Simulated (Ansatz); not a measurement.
Runs of Ansatz 0.2.0 on GaF. It takes space group F-43m (No. 216, cubic). Conventional cell: a = 5.692 Å, b = 5.692 Å, c = 5.692 Å, α = 90.00°, β = 90.00°, γ = 90.00°. Ga (site symmetry -43m) has 4 F at 2.46 Å as nearest neighbours. Around F (site symmetry -43m) lie 4 Ga at 2.46 Å. The cell was built by a generator and needn't be a form met in nature.

```tsv
potentials or basis	cutoff (eV)	V0 of scaled cells (Å³/atom)	B0 (GPa)
Ansatz PAW soft_1	420	(a)	26
SPMS NC	1007	23.04	26
Ansatz PAW	420	23.06	26
Ansatz PAW earlier set	1050	23.06	26
PseudoDojo stringent	1551	23.03	26
```

Alike in all rows: task equation of state; level PBE; no spin polarisation; cell as given; k mesh 8 × 8 × 8; smearing fermi-dirac 0.05 eV.

Problem. Estimate the missing entries.

Solution. (a) 23.08.

Not every run made on this cell is shown here.
